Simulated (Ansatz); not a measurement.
**BClH2: interaction energy of a dimer with the counterpoise correction, by script**

How strongly do two molecules of BClH2 bind, and how much of that is basis error? The task is the interaction energy of a dimer with the counterpoise correction, for BClH2.

Program: the Python package of Ansatz 0.2.0. Level of theory: MP2/cc-pVDZ. These are calculated values, not measurements.

**1. The system**

Bond lengths: B1–Cl2 1.783 Å, B1–H3 1.223 Å, B1–H4 1.231 Å. Angles: Cl2–B1–H3 124.3°, Cl2–B1–H4 118.1°, H3–B1–H4 117.5°.

No structure file is read: the coordinates are typed or built in the script.

**2. Script**

run_dimer.py reads:

```python
"""Binding of a BClH2 dimer at a trial geometry."""

import ansatz as az

FIRST = [
    ("B", (-0.1179, 0.0073, -0.0544)),
    ("Cl", (1.4278, -0.3766, 0.7465)),
    ("H", (-1.1853, -0.5247, 0.2163)),
    ("H", (-0.1247, 0.8941, -0.9083)),
]
SECOND = [
    ("B", (2.2149, 1.4184, 3.3913)),
    ("Cl", (2.4249, 1.9828, 5.0692)),
    ("H", (3.1143, 0.9614, 2.7001)),
    ("H", (1.0843, 1.4507, 2.9052)),
]

def energy(atoms, ghosts=()):
    molecule = az.Crystal.molecule()
    for symbol, xyz in atoms:
        molecule = molecule.atom(symbol, xyz)
    calc = (
        molecule.calculation()
        .basis(gaussian="cc-pVDZ")
        .correlation("mp2")
    )
    deck = calc.input()
    if ghosts:
        deck = deck.set(az.key.basis.gaussian.ghost_atoms, [{"symbol": s, "position_ang": list(xyz)} for s, xyz in ghosts])
    return az.Session.from_dict(deck).plan().execute().report["free_energy_ev"]

# monomers in their own basis and in the basis of the dimer
both = energy(FIRST + SECOND)
alone = energy(FIRST) + energy(SECOND)
ghosted = energy(FIRST, SECOND) + energy(SECOND, FIRST)
print(f"dimer {both:.6f} eV")
print(f"interaction, uncorrected   {96.485332 * (both - alone):8.3f} kJ/mol")
print(f"interaction, counterpoise  {96.485332 * (both - ghosted):8.3f} kJ/mol")
print(f"basis-set superposition    {96.485332 * (alone - ghosted):8.3f} kJ/mol")
```

**3. What the engine is handed**

The engine receives this input (first run):

```yaml
crystal:
  periodic: [false, false, false]
  atoms:
    - { symbol: B, position_ang: [-0.1179, 0.0073, -0.0544] }
    - { symbol: Cl, position_ang: [1.4278, -0.3766, 0.7465] }
    - { symbol: H, position_ang: [-1.1853, -0.5247, 0.2163] }
    - { symbol: H, position_ang: [-0.1247, 0.8941, -0.9083] }
    - { symbol: B, position_ang: [2.2149, 1.4184, 3.3913] }
    - { symbol: Cl, position_ang: [2.4249, 1.9828, 5.0692] }
    - { symbol: H, position_ang: [3.1143, 0.9614, 2.7001] }
    - { symbol: H, position_ang: [1.0843, 1.4507, 2.9052] }
basis:
  gaussian:
    orbitals: cc-pVDZ
correlation:
  method: mp2
```

**4. The run**

Run with:

```
> python run_dimer.py
```

**Question.** How large is the interaction at this pose, and how much of it is basis-set superposition?

The runs gave:

```
                        quantity         value
 interaction energy, uncorrected  4.905 kJ/mol
interaction energy, counterpoise  8.220 kJ/mol
                   runs compared             5
```

In words: The pair is unbound at this geometry and level. Uncorrected it is 4.905 kJ/mol, with the counterpoise correction 8.220 kJ/mol; the difference, 3.32 kJ/mol, is the superposition error. The pose is repulsive. The dimer is a generated trial pose of unrelaxed monomers, not a minimum, so the figure is no binding energy, and the basis set is small.
